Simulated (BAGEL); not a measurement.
**A workflow on C2H4FGa (SMILES C=[CH][GaH][F])**

Wanted: the energy (HF/def2-SV(P)), then a single-point energy (NEVPT2(2,2)/def2-SV(P)), then the energy (CASPT2(2,2)/def2-SV(P)) of C2H4FGa. 

The calculation is run with BAGEL 1.2.2.

2 further runs of the same task are left out: 2 set aside as unsound or not needed.

## Step 1: The structure to begin with

C2H4FGa: 8 atoms, total charge 0, spin state singlet. SMILES: `C=[CH][GaH][F]`. The C1–H6 distance was set to 2.067 Å, away from the relaxed value. At this shape a bond of the SMILES string is far longer than usual.

Bond lengths: C1–C2 1.332 Å, C2–Ga3 1.936 Å, Ga3–F4 1.763 Å, C1–H5 1.088 Å, C2–H7 1.087 Å, Ga3–H8 1.557 Å. Angles: C1–C2–Ga3 120.9°, C2–Ga3–F4 115.4°, C1–C2–H7 118.8°, Ga3–C2–H7 120.3°, C2–C1–H5 122.2°, C2–Ga3–H8 129.9°, F4–Ga3–H8 114.7°.

## Step 2: The energy at HF/def2-SV(P) (density fitting with svp-jkfit) (run 1)

Input file input.json:

```json
{ "bagel" : [

{
  "title" : "molecule",
  "basis" : "def2-sv_p_.json",
  "df_basis" : "svp-jkfit",
  "angstrom" : true,
  "geometry" : [
    { "atom" : "C", "xyz" : [      -0.743498,       0.201221,       0.087271 ] },
    { "atom" : "C", "xyz" : [       0.436202,      -0.404679,      -0.038629 ] },
    { "atom" : "Ga", "xyz" : [       0.575302,      -2.334379,       0.018771 ] },
    { "atom" : "F", "xyz" : [       2.204102,      -2.980279,      -0.173229 ] },
    { "atom" : "H", "xyz" : [      -1.668498,      -0.353679,       0.226471 ] },
    { "atom" : "H", "xyz" : [      -0.941100,       2.257800,       0.031600 ] },
    { "atom" : "H", "xyz" : [       1.325902,       0.205421,      -0.175929 ] },
    { "atom" : "H", "xyz" : [      -0.533298,      -3.410879,       0.208371 ] }
  ]
},

{ "title" : "hf" },

{ "title" : "print", "file" : "orbitals.molden", "orbitals" : true }

]}
```

The basis set def2-SV(P) is read from a file made from the Basis Set Exchange's data (not shown).

Command:

```sh
$ BAGEL_NUM_THREADS=1 BAGEL input.json > input.out
```

Output:

```text
* using 1 threads per process

  ===============================================================
  ===============================================================

  *** Geometry ***

  { "atom" : "C", "xyz" : [     -1.405008,      0.380253,      0.164918 ] },
  { "atom" : "C", "xyz" : [      0.824302,     -0.764732,     -0.072998 ] },
  { "atom" : "Ga", "xyz" : [      1.087163,     -4.411337,      0.035472 ] },
  { "atom" : "F", "xyz" : [      4.165149,     -5.631911,     -0.327355 ] },
  { "atom" : "H", "xyz" : [     -3.153004,     -0.668356,      0.427968 ] },
  { "atom" : "H", "xyz" : [     -1.778421,      4.266624,      0.059715 ] },
  { "atom" : "H", "xyz" : [      2.505592,      0.388189,     -0.332458 ] },
  { "atom" : "H", "xyz" : [     -1.007787,     -6.445627,      0.393764 ] },

  Number of auxiliary basis functions:      565

  Since a DF basis is specified, we compute 2- and 3-index integrals:
    o Being stored without compression. Storage requirement is 0.030 GB

  Number of basis functions:       82
  Number of electrons      :       56

    * METHOD: MOLECULE                             0.33

  *** RHF ***

  === Nuclear Repulsion ===
   243.8228148738

      * DIIS with orbital gradients will be used.

  === RHF iteration (def2-sv_p_.json) ===
      0      -2099.97551639          0.01920373           0.10
      1      -2100.11947207          0.01294636           0.09
      2      -2100.20182444          0.00163852           0.11
      3      -2100.20409272          0.00068609           0.09
      4      -2100.20440764          0.00016861           0.09
      5      -2100.20445246          0.00005481           0.09
      6      -2100.20445715          0.00002716           0.08
      7      -2100.20445789          0.00001041           0.09
      8      -2100.20445803          0.00000341           0.08
      9      -2100.20445805          0.00000119           0.08
     10      -2100.20445805          0.00000038           0.08
     11      -2100.20445805          0.00000017           0.08
     12      -2100.20445805          0.00000006           0.08
     13      -2100.20445805          0.00000003           0.08
     14      -2100.20445805          0.00000001           0.08
     15      -2100.20445805          0.00000000           0.12
    * SCF iteration converged.

    * Permanent dipole moment:
           (    0.798500,    -0.049593,    -0.105603) a.u.

    * METHOD: HF                                   1.73

    * METHOD: PRINT                                0.03

  ===============================================================
```

Wall time 2.5 s (1 thread of AMD EPYC 7R43 (Zen 3), shared host); peak memory 0.14 GiB.

## Step 3: A single-point energy at NEVPT2(2,2)/def2-SV(P) (density fitting with svp-jkfit) (run 2)

Input file nevpt2.json:

```json
{ "bagel" : [

{
  "title" : "molecule",
  "basis" : "def2-sv_p_.json",
  "df_basis" : "svp-jkfit",
  "angstrom" : true,
  "geometry" : [
    { "atom" : "C", "xyz" : [      -0.743498,       0.201221,       0.087271 ] },
    { "atom" : "C", "xyz" : [       0.436202,      -0.404679,      -0.038629 ] },
    { "atom" : "Ga", "xyz" : [       0.575302,      -2.334379,       0.018771 ] },
    { "atom" : "F", "xyz" : [       2.204102,      -2.980279,      -0.173229 ] },
    { "atom" : "H", "xyz" : [      -1.668498,      -0.353679,       0.226471 ] },
    { "atom" : "H", "xyz" : [      -0.941100,       2.257800,       0.031600 ] },
    { "atom" : "H", "xyz" : [       1.325902,       0.205421,      -0.175929 ] },
    { "atom" : "H", "xyz" : [      -0.533298,      -3.410879,       0.208371 ] }
  ]
},

{ "title" : "hf" },

{ "title" : "casscf", "nstate" : 1, "nact" : 2, "nclosed" : 27, "active" : [28, 29], "maxiter" : 200, "natocc" : true },

{ "title" : "nevpt2", "nstate" : 1, "nact" : 2, "nclosed" : 27, "active" : [28, 29], "maxiter" : 200, "natocc" : true, "ncore" : 12 },

{ "title" : "print", "file" : "orbitals.molden", "orbitals" : true }

]}
```

The basis set def2-SV(P) is read from a file made from the Basis Set Exchange's data (not shown).

Command:

```sh
$ BAGEL_NUM_THREADS=1 BAGEL nevpt2.json > nevpt2.out
```

Output:

```text
* using 1 threads per process

  ===============================================================
  ===============================================================

  *** Geometry ***

  { "atom" : "C", "xyz" : [     -1.405008,      0.380253,      0.164918 ] },
  { "atom" : "C", "xyz" : [      0.824302,     -0.764732,     -0.072998 ] },
  { "atom" : "Ga", "xyz" : [      1.087163,     -4.411337,      0.035472 ] },
[... 4 lines of this table left out ...]
  { "atom" : "H", "xyz" : [     -1.007787,     -6.445627,      0.393764 ] },

  Number of auxiliary basis functions:      565

  Since a DF basis is specified, we compute 2- and 3-index integrals:
    o Being stored without compression. Storage requirement is 0.030 GB

  Number of basis functions:       82
  Number of electrons      :       56

    * METHOD: MOLECULE                             0.32

  *** RHF ***

  === Nuclear Repulsion ===
   243.8228148738

      * DIIS with orbital gradients will be used.

  === RHF iteration (def2-sv_p_.json) ===
      0      -2099.97551639          0.01920373           0.09
      1      -2100.11947207          0.01294636           0.08
      2      -2100.20182444          0.00163852           0.08
[... 12 lines of this table left out ...]
     15      -2100.20445805          0.00000000           0.08
    * SCF iteration converged.

    * Permanent dipole moment:
           (    0.798500,    -0.049593,    -0.105603) a.u.

    * METHOD: HF                                   1.53

  ---------------------------
      CASSCF calculation
  ---------------------------

    ==== Active orbitals : =====
         Orbital 28
         Orbital 29
    ============================

    * nstate   :      1
    * nclosed  :     27
    * nact     :      2
    * nvirt    :     53
  === CASSCF iteration (def2-sv_p_.json) ===

    * Using the second-order algorithm

      0  0     -2100.22887119     2.74e-03      0.02

      1  0     -2100.25782732     1.79e-03      0.41
[... 17 lines of this table left out ...]
     10  0     -2100.26336773     8.50e-09      0.31

    * Second-order optimization converged. *

     guess   0:   closed 1.                   open ..

  === FCI iteration ===

      0  0     -2100.19965610     8.66e-02      0.00
      1  0     -2100.26328866     2.91e-03      0.00
      2  0 *   -2100.26336773     3.56e-16      0.00

     * ci vector, state   0, <S^2> = 0.0000
       2.     0.9385049054
       .2    -0.3452659013

    * METHOD: CASSCF                               4.15

    * freezing 12 orbitals

  === DF-NEVPT2 calculation ===

    * 3-index integral transformation done
    * assembly done

      NEVPT2 correlation energy:   -0.6180325748      0.17

          (+0)     -0.5705564612
          (+0)'    -0.0113352387
          (+1)     -0.0112267876
          (+1)'    -0.0000000000
          (+2)     -0.0002904825
          (-1)     -0.0234427867
          (-1)'     0.0000000000
          (-2)     -0.0011808181

      NEVPT2 total energy:       -2100.8814003014

    * METHOD: NEVPT2                               0.34

    * METHOD: PRINT                                0.03

  ===============================================================
```

Wall time 6.9 s (1 thread of AMD EPYC 7R43 (Zen 3), shared host); peak memory 0.14 GiB.

## Step 4: The energy at CASPT2(2,2)/def2-SV(P) (density fitting with svp-jkfit) (run 3)

input.json, as its differences from that of step 2:

```diff
@@ -19,5 +19,32 @@
 
-{ "title" : "hf" },
+{
+  "title" : "hf"
+},
 
-{ "title" : "print", "file" : "orbitals.molden", "orbitals" : true }
+{
+  "title" : "casscf",
+  "nstate" : 1,
+  "nact" : 2,
+  "nclosed" : 27,
+  "active" : [28, 29],
+  "maxiter" : 200,
+  "natocc" : true
+},
+
+{
+  "title" : "print",
+  "file" : "orbitals.molden",
+  "orbitals" : true
+},
+
+{
+  "title" : "smith",
+  "method" : "caspt2",
+  "ms" : true,
+  "xms" : true,
+  "sssr" : true,
+  "shift" : 0.2,
+  "shift_imag" : true,
+  "ncore" : 12
+}
```

The basis set def2-SV(P) is read from a file made from the Basis Set Exchange's data (not shown).

Command:

```sh
$ BAGEL_NUM_THREADS=1 BAGEL input.json > input.out
```

Output:

```text
* using 1 threads per process

  ===============================================================
  ===============================================================

  *** Geometry ***

  { "atom" : "C", "xyz" : [     -1.405008,      0.380253,      0.164918 ] },
  { "atom" : "C", "xyz" : [      0.824302,     -0.764732,     -0.072998 ] },
  { "atom" : "Ga", "xyz" : [      1.087163,     -4.411337,      0.035472 ] },
[... 4 lines of this table left out ...]
  { "atom" : "H", "xyz" : [     -1.007787,     -6.445627,      0.393764 ] },

  Number of auxiliary basis functions:      565

  Since a DF basis is specified, we compute 2- and 3-index integrals:
    o Being stored without compression. Storage requirement is 0.030 GB

  Number of basis functions:       82
  Number of electrons      :       56

    * METHOD: MOLECULE                             0.35

  *** RHF ***

  === Nuclear Repulsion ===
   243.8228148738

      * DIIS with orbital gradients will be used.

[... 6 lines left out ...]
    * SCF iteration converged.
[... 1 line left out ...]
    * Permanent dipole moment:
[... 27 lines left out ...]
    * Second-order optimization converged. *
[... 9 lines left out ...]
     * ci vector, state   0, <S^2> = 0.0000
[... 16 lines left out ...]
    * Zeroth order energy : state  0       -0.6276313982

    * CASPT2 iteration is performed using orthogonal basis

      -------------------------------------------  CASPT2 iteration  ---------------------------------------------------
       #      aibj      arbs      arbi      airj      risj      airs      arst      rist         Etot      error   time
      ------------------------------------------------------------------------------------------------------------------

       0  -0.56861  -0.00152  -0.02478  -0.01219  -0.00045  -0.01082  -0.00000  -0.00000   -0.6183807  0.0007542   0.10
       1  -0.56868  -0.00153  -0.02483  -0.01229  -0.00047  -0.01096  -0.00000  -0.00000   -0.6187713  0.0001006   0.08
       2  -0.56869  -0.00153  -0.02483  -0.01229  -0.00047  -0.01096  -0.00000  -0.00000   -0.6187790  0.0000173   0.08
       3  -0.56869  -0.00153  -0.02483  -0.01229  -0.00047  -0.01096  -0.00000  -0.00000   -0.6187792  0.0000032   0.09
       4  -0.56869  -0.00153  -0.02483  -0.01229  -0.00047  -0.01096   0.00000  -0.00000   -0.6187792  0.0000005   0.09

      ------------------------------------------------------------------------------------------------------------------

    * CASPT2 energy : state  0    -2100.8851715748
        w/o shift correction      -2100.8821469513
        reference weight              0.8448416810

    * METHOD: SMITH                                0.72

  ===============================================================
```

Run time: 7.5 s. Hardware: 1 thread of AMD EPYC 7R43 (Zen 3), shared host; peak memory 0.21 GiB.

## Step 5: Outcome

| quantity | value |
| --- | --- |
| run 1, HF/def2-SV(P): total energy | -2100.20446 Eh |
| run 1, HF/def2-SV(P): dipole moment | 2.05 D |
| run 1, HF/def2-SV(P): HOMO energy | -10.04 eV |
| run 1, HF/def2-SV(P): LUMO energy | 0.99 eV |
| run 1, HF/def2-SV(P): HOMO–LUMO gap | 11.03 eV |
| run 2, NEVPT2(2,2)/def2-SV(P): total energy | -2100.88140 Eh |
| run 3, CASPT2(2,2)/def2-SV(P): total energy | -2100.88517 Eh |
